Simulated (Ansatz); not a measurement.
# Ge2H4Cl2: one species, many methods

How much do the methods differ for Ge2H4Cl2? The plan is to run it at one geometry with functionals of several rungs and with coupled cluster. The yardstick is the atomisation energy at the CCSD(T) limit.

Program: Ansatz 0.2.0, Gaussian basis. Level of theory: functionals in def2-TZVPP, the program's frozen cores in correlated methods. These are calculated values, not measurements.

The runs, in order: PBE-D4, r2SCAN-D4, PBE0-D4, B3LYP-D4, ωB97X-V, ωB97M-V, B2PLYP; CCSD(T)/def2-TZVPP; MP2/def2-QZVPP; extrapolation to the limit.

## Step 1: The geometry

An earlier PBE0-D4 in a triple-zeta def2 set relaxation fixed the geometry.

8 atoms, charge 0, spin multiplicity 1.

Atoms are counted from 1 here; the program's logs count them from 0.

Bond lengths: Cl1–Ge2 2.165 Å, Ge2–Ge3 2.425 Å, Ge2–H5 1.534 Å, Ge2–H6 1.534 Å, Ge3–Cl4 2.165 Å, Ge3–H7 1.534 Å, Ge3–H8 1.534 Å. Angles: Cl1–Ge2–Ge3 105.9°, Cl1–Ge2–H5 107.0°, Cl1–Ge2–H6 107.0°, Ge3–Ge2–H5 112.5°, Ge3–Ge2–H6 112.6°, H5–Ge2–H6 111.3°, Ge2–Ge3–Cl4 105.8°, Ge2–Ge3–H7 112.6°, Ge2–Ge3–H8 112.6°, Cl4–Ge3–H7 107.0°, Cl4–Ge3–H8 107.0°, H7–Ge3–H8 111.3°.

Coordinates:

```xyz
8
Cl2Ge2H4
Cl   -1.1697    1.9857   -1.5167
Ge    0.3437    1.1388   -0.2212
Ge   -0.3729   -1.1305    0.2453
Cl    1.1365   -1.9704    1.5501
H     1.6708    1.1903   -0.9889
H     0.3947    2.0115    1.0393
H    -1.7039   -1.1848    1.0059
H    -0.4143   -2.0060   -1.0138
```

## Step 2: PBE-D4 (GGA)

Contents of in.yaml:

```yaml
crystal:
  periodic: [false, false, false]
  atoms:
    - {symbol: Cl, position_ang: [-1.169693, 1.985700, -1.516678]}
    - {symbol: Ge, position_ang: [0.343654, 1.138755, -0.221243]}
    - {symbol: Ge, position_ang: [-0.372866, -1.130543, 0.245291]}
    - {symbol: Cl, position_ang: [1.136486, -1.970394, 1.550133]}
    - {symbol: H, position_ang: [1.670824, 1.190297, -0.988934]}
    - {symbol: H, position_ang: [0.394709, 2.011483, 1.039305]}
    - {symbol: H, position_ang: [-1.703928, -1.184832, 1.005917]}
    - {symbol: H, position_ang: [-0.414286, -2.005965, -1.013790]}
basis:
  gaussian: {orbitals: def2-TZVPP}
hamiltonian: {xc: pbe, dispersion: d4}
output: {forces: true, orbitals: {seedname: orbitals}}
```

Launch:

```console
> ansatz run in.yaml --threads 4 --pin off --events-out ev --progress --plain --max-ram 10444MiB
```

Log (excerpt; [...] marks lines left out):

```text
Functional definition: PBE
  name "PBE"
  cite "Perdew, Burke & Ernzerhof, Phys. Rev. Lett. 77, 3865 (1996) doi:10.1103/PhysRevLett.77.3865"
  parent pbe
[...]
1540 factors; their error is unknown
[...]
mean field -138122.66202419 eV, -5075.9142064861 hartree, gradient 7.0e-5 eV, S^2 0.000000; 0 other end points of the search recorded, 0 dependent functions left out
[...]
reference -138122.66206971 eV, -5075.9142081588 hartree; 51, 51 occupied and 185, 185 virtual orbitals, 1540 factors
Total energy: -138122.88558174 eV, -5075.9224220746 hartree
Atom 0 at    -1.169693     1.985700    -1.516678 Å, force    -0.216439     0.126543    -0.187580 eV/Å
Atom 1 at     0.343654     1.138755    -0.221243 Å, force     0.077806    -0.093256     0.086149 eV/Å
Atom 2 at    -0.372866    -1.130543     0.245291 Å, force    -0.076597     0.092597    -0.087080 eV/Å
Atom 3 at     1.136486    -1.970394     1.550133 Å, force     0.215364    -0.126125     0.188625 eV/Å
Atom 4 at     1.670824     1.190297    -0.988934 Å, force     0.162197     0.010869    -0.084998 eV/Å
Atom 5 at     0.394709     2.011483     1.039305 Å, force     0.014098     0.105277     0.149667 eV/Å
Atom 6 at    -1.703928    -1.184832     1.005917 Å, force    -0.162616    -0.010130     0.084495 eV/Å
Atom 7 at    -0.414286    -2.005965    -1.013790 Å, force    -0.013814    -0.105775    -0.149279 eV/Å
Dipole moment:     0.000330    -0.001135    -0.001511 e Å
```

It took 1.4 s on 4 threads of Intel Xeon Platinum 8488C, shared host; peak memory 0.38 GiB.

With the free atoms at this level, -138101.019 eV in sum, the atomisation energy is 504.2 kcal/mol. HOMO -6.95 eV, LUMO -2.03 eV.

## Step 3: r2SCAN-D4 (meta-GGA)

in.yaml, as its differences from that of step 2:

```diff
@@ -13,3 +13,3 @@
   gaussian: {orbitals: def2-TZVPP}
-hamiltonian: {xc: pbe, dispersion: d4}
+hamiltonian: {xc: r2scan, dispersion: d4}
 output: {forces: true, orbitals: {seedname: orbitals}}
```

Launched as before.

Log (excerpt; [...] marks lines left out):

```text
Functional definition: r2SCAN
  name "r2SCAN"
  cite "Furness, Kaplan, Ning, Perdew & Sun, J. Phys. Chem. Lett. 11, 8208 (2020) doi:10.1021/acs.jpclett.0c02405"
  cite "Furness, Kaplan, Ning, Perdew & Sun, J. Phys. Chem. Lett. 11, 9248 (2020) doi:10.1021/acs.jpclett.0c03077"
  parent r2scan
[...]
1540 factors; their error is unknown
[...]
mean field -138148.17227200 eV, -5076.8516908016 hartree, gradient 5.1e-5 eV, S^2 0.000000; 0 other end points of the search recorded, 0 dependent functions left out
[...]
reference -138148.17228372 eV, -5076.8516912323 hartree; 51, 51 occupied and 185, 185 virtual orbitals, 1540 factors
Total energy: -138148.22427248 eV, -5076.8536017841 hartree
Atom 0 at    -1.169693     1.985700    -1.516678 Å, force    -0.025480     0.018792    -0.023706 eV/Å
Atom 1 at     0.343654     1.138755    -0.221243 Å, force     0.049934    -0.039074     0.046469 eV/Å
Atom 2 at    -0.372866    -1.130543     0.245291 Å, force    -0.048365     0.038393    -0.047224 eV/Å
Atom 3 at     1.136486    -1.970394     1.550133 Å, force     0.024920    -0.019254     0.023675 eV/Å
Atom 4 at     1.670824     1.190297    -0.988934 Å, force    -0.041726     0.006933     0.028538 eV/Å
Atom 5 at     0.394709     2.011483     1.039305 Å, force     0.003944    -0.023417    -0.044840 eV/Å
Atom 6 at    -1.703928    -1.184832     1.005917 Å, force     0.041945    -0.005703    -0.027951 eV/Å
Atom 7 at    -0.414286    -2.005965    -1.013790 Å, force    -0.005172     0.023330     0.045037 eV/Å
Dipole moment:     0.000349    -0.001182    -0.001601 e Å
```

Wall time 2.5 s (4 threads of Intel Xeon Platinum 8488C, shared host); peak memory 0.4 GiB.

With the free atoms at this level, -138126.092 eV in sum, the atomisation energy is 510.4 kcal/mol. HOMO -7.27 eV, LUMO -1.82 eV.

## Step 4: PBE0-D4 (hybrid)

in.yaml, as its differences from that of step 3:

```diff
@@ -13,3 +13,3 @@
   gaussian: {orbitals: def2-TZVPP}
-hamiltonian: {xc: r2scan, dispersion: d4}
-output: {forces: true, orbitals: {seedname: orbitals}}
+hamiltonian: {xc: pbe0, dispersion: d4}
+output: {orbitals: {seedname: orbitals}}
```

Same command.

Log:

```text
Functional definition: PBE0
  name "PBE0"
  cite "Adamo & Barone, J. Chem. Phys. 110, 6158 (1999) doi:10.1063/1.478522"
  cite "Perdew, Burke & Ernzerhof, Phys. Rev. Lett. 77, 3865 (1996) doi:10.1103/PhysRevLett.77.3865"
  parent pbe
  parameter a = 0.25
  parameter kappa = 0.804
  parameter beta = 0.06672455060314922
  exchange = (1 - a)*pbe_x(kappa = kappa, mu = beta*pi^2/3) + a*exact_x
  correlation = pbe_c(beta = beta)
1688 factors; their error is unknown
mean field evaluation 1: about -138126.3176 eV, gradient 2.7e1 eV
mean field evaluation 2: about -138126.1195 eV, gradient 3.1e1 eV
mean field evaluation 4: about -138127.1825 eV, gradient 9.4e-1 eV
mean field evaluation 8: about -138127.7871 eV, gradient 1.8e-1 eV
mean field -138127.78710200 eV, -5076.1025496216 hartree, gradient 8.6e-5 eV, S^2 0.000000; 0 other end points of the search recorded, 0 dependent functions left out
reference -138127.78713629 eV, -5076.1025508819 hartree; 51, 51 occupied and 185, 185 virtual orbitals, 1688 factors
Total energy: -138127.98015752 eV, -5076.1096442811 hartree
```

Run time: 2.2 s. Hardware: 4 threads of Intel Xeon Platinum 8488C, shared host; peak memory 0.98 GiB.

With the free atoms at this level, -138106.202 eV in sum, the atomisation energy is 502.2 kcal/mol. HOMO -8.15 eV, LUMO -1.18 eV.

## Step 5: B3LYP-D4 (hybrid)

B3LYP here takes the VWN-RPA correlation.

in.yaml, as its differences from that of step 4:

```diff
@@ -13,3 +13,3 @@
   gaussian: {orbitals: def2-TZVPP}
-hamiltonian: {xc: pbe0, dispersion: d4}
-output: {orbitals: {seedname: orbitals}}
+hamiltonian: {xc: {name: B3LYP}, dispersion: d4}
+output: {forces: true, orbitals: {seedname: orbitals}}
```

The command is unchanged.

Log (excerpt; [...] marks lines left out):

```text
Functional definition: B3LYP
  name "B3LYP"
  cite "Stephens, Devlin, Chabalowski & Frisch, J. Phys. Chem. 98, 11623 (1994) doi:10.1021/j100096a001"
  cite "Becke, Phys. Rev. A 38, 3098 (1988) doi:10.1103/PhysRevA.38.3098"
  cite "Lee, Yang & Parr, Phys. Rev. B 37, 785 (1988) doi:10.1103/PhysRevB.37.785"
  cite "Vosko, Wilk & Nusair, Can. J. Phys. 58, 1200 (1980) doi:10.1139/p80-159"
[...]
1640 factors; their error is unknown
[...]
mean field -138153.68723828 eV, -5077.0543620744 hartree, gradient 1.8e-5 eV, S^2 0.000000; 0 other end points of the search recorded, 0 dependent functions left out
[...]
reference -138153.68754924 eV, -5077.0543735018 hartree; 51, 51 occupied and 185, 185 virtual orbitals, 1640 factors
Total energy: -138154.05395483 eV, -5077.0678386589 hartree
Atom 0 at    -1.169693     1.985700    -1.516678 Å, force    -0.225662     0.137000    -0.197601 eV/Å
Atom 1 at     0.343654     1.138755    -0.221243 Å, force     0.229792     0.000495     0.143792 eV/Å
Atom 2 at    -0.372866    -1.130543     0.245291 Å, force    -0.227907    -0.001696    -0.145385 eV/Å
Atom 3 at     1.136486    -1.970394     1.550133 Å, force     0.224552    -0.136703     0.198809 eV/Å
Atom 4 at     1.670824     1.190297    -0.988934 Å, force     0.018467     0.009032     0.001314 eV/Å
Atom 5 at     0.394709     2.011483     1.039305 Å, force     0.012291     0.012052     0.010263 eV/Å
Atom 6 at    -1.703928    -1.184832     1.005917 Å, force    -0.018382    -0.007945    -0.001061 eV/Å
Atom 7 at    -0.414286    -2.005965    -1.013790 Å, force    -0.013151    -0.012235    -0.010131 eV/Å
Dipole moment:     0.000317    -0.001167    -0.001611 e Å
```

Wall time 3.6 s (4 threads of Intel Xeon Platinum 8488C, shared host); peak memory 0.96 GiB.

Atomisation energy: 498.8 kcal/mol (free atoms -138132.423 eV, run apart). HOMO -7.92 eV, LUMO -1.39 eV.

## Step 6: ωB97X-V (range-separated)

in.yaml, as its differences from that of step 5:

```diff
@@ -13,3 +13,3 @@
   gaussian: {orbitals: def2-TZVPP}
-hamiltonian: {xc: {name: B3LYP}, dispersion: d4}
-output: {forces: true, orbitals: {seedname: orbitals}}
+hamiltonian: {xc: {name: wB97X-V}}
+output: {orbitals: {seedname: orbitals}}
```

The command is unchanged.

Log (excerpt; [...] marks lines left out):

```text
Functional definition: wB97X-V
  name "wB97X-V"
  cite "Mardirossian & Head-Gordon, Phys. Chem. Chem. Phys. 16, 9904 (2014) doi:10.1039/C3CP54374A"
  cite "Becke, J. Chem. Phys. 107, 8554 (1997) doi:10.1063/1.475007"
  cite "Vydrov & Van Voorhis, J. Chem. Phys. 133, 244103 (2010) doi:10.1063/1.3521275"
[...]
      + integral(e_c_pw_opposite_spin*poly(b97_u_opposite, cos0, cos1)) + vv10(b, c)
1634 factors; their error is unknown
284 factors; integrals over basis functions are off by at most 3.9e-5 eV
[...]
mean field -138136.27983482 eV, -5076.4146517961 hartree, gradient 6.9e-5 eV, S^2 0.000000; 0 other end points of the search recorded, 0 dependent functions left out
reference -138136.27983282 eV, -5076.4146517227 hartree; 51, 51 occupied and 185, 185 virtual orbitals, 1634 factors
Total energy: -138136.27983282 eV, -5076.4146517227 hartree
```

It took 4.7 s on 4 threads of Intel Xeon Platinum 8488C, shared host; peak memory 1.1 GiB.

Atomisation energy: 512.6 kcal/mol (free atoms -138114.052 eV, run apart). HOMO -10.38 eV, LUMO 0.89 eV.

## Step 7: ωB97M-V (range-separated)

in.yaml, as its differences from that of step 6:

```diff
@@ -13,3 +13,3 @@
   gaussian: {orbitals: def2-TZVPP}
-hamiltonian: {xc: {name: wB97X-V}}
-output: {orbitals: {seedname: orbitals}}
+hamiltonian: {xc: {name: wB97M-V}}
+output: {forces: true, orbitals: {seedname: orbitals}}
```

The command is unchanged.

Log (excerpt; [...] marks lines left out):

```text
Functional definition: wB97M-V
  name "wB97M-V"
  cite "Mardirossian & Head-Gordon, J. Chem. Phys. 144, 214110 (2016) doi:10.1063/1.4952647"
  cite "Becke, J. Chem. Phys. 107, 8554 (1997) doi:10.1063/1.475007"
  cite "Vydrov & Van Voorhis, J. Chem. Phys. 133, 244103 (2010) doi:10.1063/1.3521275"
  # Of w^i u^j: cxij and so on, Table III.
[...]
  gx(w, u) = 1 - cx + cx01*u + cx10*w
  gss(w, u) = css00 + css04*u^4 + css10*w + css20*w^2 + css43*w^4*u^3
  gos(w, u) = cos00 + cos10*w + (cos20 + cos21*u)*w^2 + (cos60 + cos61*u)*w^6
[...]
      + integral(e_c_pw_mod_opposite_spin*gos(b97_w_opposite, b97_u_opposite)) + vv10(b, c)
1628 factors; their error is unknown
284 factors; integrals over basis functions are off by at most 3.9e-5 eV
[...]
mean field -138142.43806235 eV, -5076.6409624836 hartree, gradient 1.3e-5 eV, S^2 0.000000; 0 other end points of the search recorded, 0 dependent functions left out
[...]
reference -138142.43811055 eV, -5076.6409642550 hartree; 51, 51 occupied and 185, 185 virtual orbitals, 1628 factors
Total energy: -138142.43811055 eV, -5076.6409642550 hartree
Atom 0 at    -1.169693     1.985700    -1.516678 Å, force    -0.025027     0.006204    -0.018315 eV/Å
Atom 1 at     0.343654     1.138755    -0.221243 Å, force     0.119163    -0.035854     0.088717 eV/Å
Atom 2 at    -0.372866    -1.130543     0.245291 Å, force    -0.117239     0.034879    -0.089778 eV/Å
Atom 3 at     1.136486    -1.970394     1.550133 Å, force     0.024459    -0.006741     0.018302 eV/Å
Atom 4 at     1.670824     1.190297    -0.988934 Å, force    -0.111657    -0.003200     0.064134 eV/Å
Atom 5 at     0.394709     2.011483     1.039305 Å, force    -0.005113    -0.072743    -0.106048 eV/Å
Atom 6 at    -1.703928    -1.184832     1.005917 Å, force     0.112067     0.004609    -0.063213 eV/Å
Atom 7 at    -0.414286    -2.005965    -1.013790 Å, force     0.003347     0.072846     0.106201 eV/Å
Dipole moment:     0.000316    -0.001179    -0.001660 e Å
```

It took 8 s on 4 threads of Intel Xeon Platinum 8488C, shared host; peak memory 1.1 GiB.

With the free atoms at this level, -138120.605 eV in sum, the atomisation energy is 503.5 kcal/mol. HOMO -10.18 eV, LUMO 0.71 eV.

## Step 8: B2PLYP (double hybrid)

in.yaml, as its differences from that of step 7:

```diff
@@ -13,3 +13,2 @@
   gaussian: {orbitals: def2-TZVPP}
-hamiltonian: {xc: {name: wB97M-V}}
-output: {forces: true, orbitals: {seedname: orbitals}}
+hamiltonian: {xc: {name: B2PLYP}}
```

Launched as before.

Log (excerpt; [...] marks lines left out):

```text
Functional definition: B2PLYP
  name "B2PLYP"
  cite "Grimme, J. Chem. Phys. 124, 034108 (2006) doi:10.1063/1.2148954"
  cite "Becke, Phys. Rev. A 38, 3098 (1988) doi:10.1103/PhysRevA.38.3098"
  cite "Lee, Yang & Parr, Phys. Rev. B 37, 785 (1988) doi:10.1103/PhysRevB.37.785"
[...]
1444 factors; integrals over basis functions are off by at most 8.3e-4 eV
[...]
mean field -138115.10346571 eV, -5075.6364345852 hartree, gradient 3.5e-6 eV, S^2 0.000000; 0 other end points of the search recorded, 0 dependent functions left out
28 core orbitals not correlated: weight in the atoms' cores, before any rotation towards them, 1.000 or more for the frozen orbitals, at most 0.000 for the correlated occupied ones
reference -138115.10366373 eV, -5075.6364418625 hartree; 23, 23 occupied and 185, 185 virtual orbitals, 1444 factors
second order -29.46581013 eV of doubles, -0.00000000 eV of singles
Total energy: -138123.05943247 eV, -5075.9288109708 hartree
```

Wall time 3.8 s (4 threads of Intel Xeon Platinum 8488C, shared host); peak memory 0.69 GiB.

With the free atoms at this level, -138101.574 eV in sum, the atomisation energy is 495.5 kcal/mol.

## Step 9: Orbital energies across the functionals

Dipoles come from the runs that computed forces. Levels, from each run's orbital file:

| functional | HOMO (eV) | LUMO (eV) | gap (eV) | dipole (D) |
| --- | --- | --- | --- | --- |
| PBE-D4 | -6.95 | -2.03 | 4.92 | 0.01 |
| r2SCAN-D4 | -7.27 | -1.82 | 5.45 | 0.01 |
| PBE0-D4 | -8.15 | -1.18 | 6.96 |  |
| B3LYP-D4 | -7.92 | -1.39 | 6.53 | 0.01 |
| ωB97X-V | -10.38 | 0.89 | 11.27 |  |
| ωB97M-V | -10.18 | 0.71 | 10.90 | 0.01 |

## Step 10: CCSD(T) in def2-TZVPP

in.yaml, as its differences from that of step 8:

```diff
@@ -13,2 +13,2 @@
   gaussian: {orbitals: def2-TZVPP}
-hamiltonian: {xc: {name: B2PLYP}}
+correlation: {method: ccsd_t}
```

The command is unchanged.

Log (excerpt; [...] marks lines left out):

```text
Functional definition: HF
  name "HF"
  cite "Fock, Z. Phys. 61, 126 (1930) doi:10.1007/BF01340294"
  parent pbe
[...]
1444 factors; integrals over basis functions are off by at most 8.3e-4 eV
[...]
mean field -138021.20766115 eV, -5072.1858274125 hartree, gradient 2.8e-6 eV, S^2 0.000000; 0 other end points of the search recorded, 0 dependent functions left out
28 core orbitals not correlated: weight in the atoms' cores, before any rotation towards them, 1.000 or more for the frozen orbitals, at most 0.000 for the correlated occupied ones
reference -138021.20766115 eV, -5072.1858274125 hartree; 23, 23 occupied and 185, 185 virtual orbitals, 1444 factors
second order -24.17171333 eV of doubles, -0.00000000 eV of singles
cycle   1  -24.61555571 eV  change   -4.4e-1 eV  update   1.1e-1
[...]
cycle   8  -25.42189060 eV  change   -3.4e-5 eV  update   3.6e-5
perturbative correction -0.99488478 eV, -0.0365613411 hartree
Total energy: -138047.62443653 eV, -5073.1566260017 hartree
```

Wall time 96 s (4 threads of Intel Xeon Platinum 8488C, shared host); peak memory 4.1 GiB.

## Step 11: MP2 in def2-QZVPP

in.yaml, as its differences from that of step 10:

```diff
@@ -12,3 +12,3 @@
 basis:
-  gaussian: {orbitals: def2-TZVPP}
-correlation: {method: ccsd_t}
+  gaussian: {orbitals: "def2-QZVPP.json"}
+correlation: {method: mp2}
```

Launched as before.

Log:

```text
Functional definition: HF
  name "HF"
  cite "Fock, Z. Phys. 61, 126 (1930) doi:10.1007/BF01340294"
  parent pbe
  exchange = exact_x
  correlation = 0
2726 factors; integrals over basis functions are off by at most 8.3e-4 eV
mean field evaluation 1: about -138022.4686 eV, gradient 2.1e1 eV
mean field evaluation 2: about -138022.6114 eV, gradient 2.1e1 eV
mean field evaluation 4: about -138024.1651 eV, gradient 3.4e0 eV
mean field evaluation 8: about -138024.1992 eV, gradient 2.3e-4 eV
mean field -138024.19918265 eV, -5072.2957637998 hartree, gradient 1.8e-6 eV, S^2 0.000000; 0 other end points of the search recorded, 0 dependent functions left out
28 core orbitals not correlated: weight in the atoms' cores, before any rotation towards them, 1.000 or more for the frozen orbitals, at most 0.000 for the correlated occupied ones
reference -138024.19918265 eV, -5072.2957637998 hartree; 23, 23 occupied and 387, 387 virtual orbitals, 2726 factors
second order -39.59170463 eV of doubles, -0.00000000 eV of singles
Total energy: -138063.79088727 eV, -5073.7507321087 hartree
```

Wall time 17 s (4 threads of Intel Xeon Platinum 8488C, shared host); peak memory 2.5 GiB.

The pieces so far (eV):

| basis | HF | MP2 correlation | CCSD correlation | (T) | total |
| --- | --- | --- | --- | --- | --- |
| def2-TZVPP | -138021.2077 | -24.1717 | -25.4219 | -0.9949 | -138047.6244 |
| def2-QZVPP | -138024.1992 | -39.5917 |  |  | -138063.7909 (MP2) |

The report of the def2-TZVPP run gives T1 = 0.0104.

## Step 12: Extrapolating to the complete basis

No new run: Hartree-Fock is extrapolated as exp(−7.88√X) and correlation as X^−2.97, with X = 3 and 4; only MP2 was run in the larger set, so CCSD(T) minus MP2 is added from the smaller one.

| level | energy at the limit (eV) |
| --- | --- |
| HF | -138024.6112 |
| MP2 | -138075.6251 |
| CCSD | -138076.8753 |
| CCSD(T) | -138077.8702 |

This is no true limit for total energies: MP2 correlation changes by a factor of 1.64 from triple to quadruple zeta (about 1.07 in light molecules), because outer-core shells are correlated in sets not made for them. Much of that cancels between molecule and atoms or ions.

## Step 13: All levels against the reference

Atomisation energy = energies of 2 Cl, 2 Ge, 4 H (separate runs, same level) minus the molecule's; electronic only, no spin-orbit term.

Differences are taken before rounding.

| method | rung | atoms, summed (eV) | atomisation energy (kcal/mol) | from CCSD(T)/CBS (kcal/mol) | time |
| --- | --- | --- | --- | --- | --- |
| PBE-D4 | GGA | -138101.019 | 504.2 | -5.4 | 1.4 s |
| r2SCAN-D4 | meta-GGA | -138126.092 | 510.4 | +0.7 | 2.5 s |
| PBE0-D4 | hybrid | -138106.202 | 502.2 | -7.5 | 2.2 s |
| B3LYP-D4 | hybrid | -138132.423 | 498.8 | -10.9 | 3.6 s |
| ωB97X-V | range-separated | -138114.052 | 512.6 | +2.9 | 4.7 s |
| ωB97M-V | range-separated | -138120.605 | 503.5 | -6.2 | 8 s |
| B2PLYP | double hybrid | -138101.574 | 495.5 | -14.2 | 3.8 s |
| HF/def2-TZVPP | wavefunction | -138005.129 | 370.8 | -138.9 |  |
| MP2/def2-TZVPP | wavefunction | -138023.665 | 500.8 | -8.9 |  |
| CCSD/def2-TZVPP | wavefunction | -138025.312 | 491.6 | -18.1 |  |
| CCSD(T)/def2-TZVPP | wavefunction | -138025.971 | 499.4 | -10.3 | 96 s |
| MP2/CBS | wavefunction | -138053.462 | 511.1 | +1.4 |  |
| CCSD(T)/CBS | wavefunction | -138055.768 | 509.7 | 0 | 1.9 min |

Among the levels timed on like hardware and quicker than the yardstick, those that no quicker one beats, quickest first: PBE-D4 (1.4 s, -5.4 kcal/mol); r2SCAN-D4 (2.5 s, +0.7 kcal/mol).

B2PLYP carry no dispersion term (for B3LYP, D4 adds 8.4 kcal/mol).

Times are those of the molecule's run; HF, MP2 and CCSD come out of the CCSD(T) runs, and the limit's time is the sum of the runs that it needs.

## Step 14: Results

| quantity | value |
| --- | --- |
| atomisation energy, CCSD(T)/CBS | 509.7 kcal/mol |
| functionals within 5.1 kcal/mol (1.0 %) | r2SCAN-D4, ωB97X-V |
| farthest | B2PLYP (-14.2 kcal/mol) |
| mean size of error, hybrid | 9.2 kcal/mol |
| mean size of error, range-separated | 4.5 kcal/mol |
| gap, smallest and largest | 4.92 eV (PBE-D4), 11.27 eV (ωB97X-V) |
| T1 diagnostic | 0.0104 |
| triples share of the correlation energy | 3.8 % |

**Reading.** PBE-D4 misses by -5.4 kcal/mol. Double hybrids carry the basis error of their MP2 part in triple zeta, and no dispersion term here, so their miss is partly the set-up's. Misses under about 5.1 kcal/mol are within the doubt on the reference itself, which lacks core-valence correlation, relativity and higher excitations, and its outer-core shells are covered unevenly. Hartree-Fock recovers 73 % of the binding; the rest is correlation. Orbital gaps span 4.9 to 11.3 eV; exact exchange widens them. Correlated methods include outer-core shells of Ge, which these sets cover unevenly.

r2SCAN-D4 reaches 0.7 kcal/mol from the reference in 2.5 s, where CCSD(T)/CBS took 1.9 min; the quickest level in the cost chart, PBE-D4, takes 1.4 s and misses by 5.4 kcal/mol.
